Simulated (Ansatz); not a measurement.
# GaCCl (singlet): wave-function methods side by side at a displaced geometry (v1), cc-pVDZ

An exercise on one series of results from a longer session: the logs are not shown, and one member is left open.

The runs use Ansatz 0.2.0, Gaussian basis; cc-pVDZ, core rule «outside noble gas», up to 20 orbitals frozen.

To be run: UHF; CCSD(T) on RHF; CCSD(T) on UHF; BCCD(T) on RHF; CISD; CCSDT(Q) on RHF; CCSDT(Q) on UHF.

15 further runs of the same task are left out: 2 for a known fault of the program, 7 that didn't finish, 6 set aside as unsound or not needed.

## The system

The geometry is a PBE0/def2-TZVP stationary point (not a proven minimum) with its atoms shifted at random (size 0.040 Å). No spin-orbit coupling is included. The filled d shell of Ga may be among the frozen orbitals whatever the setting's name suggests; the logs give the count.

3 atoms, charge 0, spin multiplicity 1.

Atoms are counted from 1 here; the program's logs count them from 0.

Bond lengths: C1–Ga2 1.907 Å, Ga2–Cl3 2.081 Å. Angles: C1–Ga2–Cl3 177.5°.

The first run:

Contents of in.yaml:

```yaml
crystal:
  periodic: [false, false, false]
  atoms:
    - {symbol: C, position_ang: [-0.015433, -0.009008, -1.964594]}
    - {symbol: Ga, position_ang: [-0.016266, -0.025151, -0.057747]}
    - {symbol: Cl, position_ang: [0.031698, 0.034159, 2.022340]}
basis:
  gaussian: {orbitals: cc-pVDZ}
magnetization: {spin_polarized: true, initial_magnetization: 0}
hamiltonian: {xc: hf}
output: {orbitals: {seedname: orbitals}}
```

The run is started by

```bash
$ ansatz run in.yaml --threads 1 --pin off --events-out ev --progress --plain --max-ram 2393MiB
```

Among the steps run: UHF; CCSD(T) on RHF; CCSD(T) on UHF; BCCD(T) on RHF; CISD; CCSDT(Q) on RHF; CCSDT(Q) on UHF.

One of the session's tables, all rows but one given; the rest of the session is left out.

| method | from RCCSDT(Q) (meV) |
| --- | --- |
| RHF | +9409.7 |
| UHF | +8147.7 |
| RMP2 | +1605.1 |
| UMP2 | +851.6 |
| RCCSD | +580.4 |
| UCCSD | -152.4 |
| RCCSD(T) | +220.9 |
| UCCSD(T) | ? |
| BCCD(T) | +223.5 |
| RCCSDT | +106.6 |
| UCCSDT | -805.6 |
| RCCSDT(Q) | 0 |
| UCCSDT(Q) | -926.8 |

**Question.** Estimate the row for UCCSD(T).

**Answer.** from RCCSDT(Q) (meV): -524.4. In the column «from RCCSDT(Q) (meV)» it lies between UCCSDT (-805.6) and UCCSD (-152.4).

Not comparable, so not listed: CISD (they don't share determinant, frozen orbitals or solution with the rows shown, or repeat one).

To keep in mind: The determinant is far from a pure spin state, so its energy mixes those of several spin states (harmless only where they are near-degenerate, as at dissociation). The program flags UCCSD(T), UCCSDT(Q) as in doubt, so those rows may rest on another solution; read them beside their warnings. Warnings: restricted reference is unstable; spin contamination; large T1 diagnostic. Restricted and unrestricted rows rest on different reference determinants; where their highest levels disagree by more than a few hundredths of an eV, they describe different states and don't form one ladder.
